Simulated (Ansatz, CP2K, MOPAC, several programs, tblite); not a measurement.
## What each method gives for InGa2As3 (ordering on zincblende)

InGa2As3 as one 6-atom ordering (Imm2) on the zincblende lattice, relaxed with r2SCAN in Ansatz, was computed with several methods. Space group Imm2 (No. 44), orthorhombic; a = 4.101 Å, b = 12.323 Å, c = 5.828 Å in the conventional setting, 24.54 Å³ an atom. Ga is surrounded by 4 As at 2.45–2.48 Å; As is surrounded by 3 Ga at 2.46–2.48 Å and 1 In at 2.64 Å; In is surrounded by 4 As at 2.61–2.64 Å; As is surrounded by 2 Ga at 2.45 Å and 2 In at 2.61 Å. These are computed values for a spin-unpolarised cell that may be hypothetical; none is a measurement.

```
Ga As In
1.0
    -2.05056    6.16167    2.91376
     2.05056   -6.16167    2.91376
     2.05056    6.16167   -2.91376
Ga As In
2 3 1
Direct
  0.66954 0.00051 0.66903
  0.33148 0.00051 0.33097
  0.43753 0.26264 0.17489
  0.08775 0.26264 0.82511
  0.72307 0.22307 0.50000
  0.00063 0.00063 0.00000
```

Gaps and times are for a single point on this cell; volume and bulk modulus come from each method's own relaxation or energy curve at fixed shape, which is too stiff where a cell has free coordinates or axes. Times are rough, from shared hosts (Arm Neoverse N1), and each method has its own mesh and cell size. A double dagger marks a value from a curve with shape and coordinates held. PM6 (MOPAC), PM7 (MOPAC), GFN2-xTB (tblite) treat a cluster of cells at its zone centre, which samples few k points: where these miss a band edge, the gap comes out too large for that reason alone. Gaps from k meshes are read at a limited set of points (mesh, symmetry points, PBE's band edges), so each method's own least gap may be somewhat smaller. xTB and the PM methods were fitted mostly to molecules, and can miss a solid's gap by electronvolts. Minimal bases can be far off for gaps. d marks a direct gap, i an indirect one (no mark: not told apart), a dash a value that wasn't computed or didn't pass its checks.

```
                          method              kind  gap (eV)  own volume (Å³/atom)  bulk modulus (GPa)  atoms computed  processor time
               GFN2-xTB (tblite)     tight binding      1.03                     –                   –              48           7.9 s
                     PM7 (MOPAC)    semi-empirical      5.60                24.49‡                105‡              48            11 s
light PBE (260 eV, its own mesh)  light plane-wave      0.01                     –                   –               6            18 s
                     PM6 (MOPAC)    semi-empirical      3.06                     –                   –              48            27 s
                  PBE/SZV (CP2K)       small basis    0.29 d                     –                   –               6            51 s
                 PBE/DZVP (CP2K)       small basis    0.03 d                     –                   –               6         2.2 min
                             PBE         semilocal    0.05 d                 25.55                 56‡               6         2.6 min
                          r2SCAN         semilocal    0.51 d                 24.54                 67‡               6         4.5 min
```

Against r2SCAN (0.51 eV) the nearest gap at the points sampled is that of PBE/SZV (CP2K) (-0.22 eV) and the farthest that of PM7 (MOPAC) (+5.09 eV). r2SCAN is only a yardstick of convenience: semilocal gaps usually lie below measured ones, which GLLB-SC and hybrids aim to mend.

Volumes against r2SCAN's: PBE +4.1 %.

Runs without a result: GFN1-xTB (tblite) (single point), GLLB-SC (GPAW) (single point, out of time).

No spin-orbit coupling is included; it can move band edges with weight on the heavy atoms by tenths of an eV.
